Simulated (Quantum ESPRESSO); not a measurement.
The system is TaAs.

```
CELL_PARAMETERS angstrom
-1.72181 1.72181 5.86794
1.72181 -1.72181 5.86794
1.72181 1.72181 -5.86794
ATOMIC_POSITIONS crystal
Ta 0.49997 0.49997 0.00000
Ta 0.24997 0.74997 0.50000
As 0.08263 0.08263 0.00000
As 0.83263 0.33263 0.50000
```

The cell is a database's computed one.

Base run:

```yaml
Program: Quantum ESPRESSO 7.5
Functional: PBE
Potentials_or_basis: SSSP 1.3 efficiency PBE
Cutoff: 748 eV
Density_cutoff: 5987 eV
k_mesh: 11 × 11 × 11
Occupations: fermi-dirac, width 0.05 eV
Spin: no spin polarisation
```

Its results: band gap on the k mesh none (metal or under the smearing width); pressure 2.7 GPa; largest force 0.020 eV/Å.

The run is repeated on the same cell with these changes: functional from PBE to PBEsol; potentials or basis from SSSP 1.3 efficiency PBE to GBRV 1.5 PBEsol; cutoff from 748 eV to 762 eV; density cutoff from 5987 eV to 6095 eV. What comes out?

Band gap on the k mesh none (metal or under the smearing width); pressure -3.2 GPa; largest force 0.021 eV/Å.

Not every run made on this cell is shown here.
